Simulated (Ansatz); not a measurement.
**RuC+ (doublet): from Hartree-Fock to the top rungs, def2-QZVPP**

An exercise on one series of results from a longer session: the logs are not shown, and one member is left open.

Method: def2-QZVPP, core rule «outside noble gas», up to 5 orbitals frozen; program: Ansatz 0.2.0, Gaussian basis.

Plan: UHF; ROHF; CCSD(T) on UHF.

2 further runs of the same task are left out: 2 set aside as unsound or not needed. Runs told in other sessions of the task aren't counted.

## What is computed

The geometry is a PBE0/def2-TZVP stationary point (not a proven minimum) of the parent state, kept for this charge and spin. No spin-orbit coupling is included. Elements past krypton take def2 core potentials.

2 atoms, charge 1, spin multiplicity 2.

Atoms are counted from 1 here; the program's logs count them from 0.

Bond lengths: Ru1–C2 1.575 Å.

As a file:

```xyz
2
CRu
Ru    0.0000    0.0000    0.0000
C     0.0000    0.0000    1.5754
```

Set-up of the first run:

in.yaml

```yaml
crystal:
  periodic: [false, false, false]
  atoms:
    - {symbol: Ru, position_ang: [0.000000, 0.000000, 0.000000]}
    - {symbol: C, position_ang: [0.000000, 0.000000, 1.575400]}
basis:
  gaussian: {orbitals: "def2-QZVPP.json"}
total_charge: 1
magnetization: {spin_polarized: true, initial_magnetization: 1}
hamiltonian: {xc: hf}
output: {orbitals: {seedname: orbitals}}
```

Launch:

```console
$ ansatz run in.yaml --threads 1 --pin off --events-out ev --progress --plain --max-ram 4096MiB --backend cpu
```

Among the steps run: UHF; ROHF; CCSD(T) on UHF.

One table of the session follows, with a row left open; its other results are not shown here.

| method | from UCCSD(T) (kJ/mol) |
| --- | --- |
| ROHF | +1205.5 |
| UHF | ? |
| UMP2 | +97.6 |
| UCCSD | +74.3 |
| UCCSD(T) | 0 |

**Question.** Estimate the row for UHF.

The run gave: from UCCSD(T) (kJ/mol): +1149.2. In the column «from UCCSD(T) (kJ/mol)» it lies between UMP2 (+97.6) and ROHF (+1205.5).

The program flags UCCSD(T) as in doubt (see the logs), so the zero of the table is itself unsure.

To keep in mind: The determinant of HF (⟨S²⟩ 1.54) is far from a pure spin state, so its energy mixes those of several spin states; that is harmless only where they are near-degenerate. The determinant of CCSD(T) (⟨S²⟩ 1.54) is far from a pure spin state, so its energy mixes those of several spin states; high orders of coupled cluster remove much of that, low ones don't. The program flags UCCSD(T) as in doubt, so the zero of the table is itself unsure.
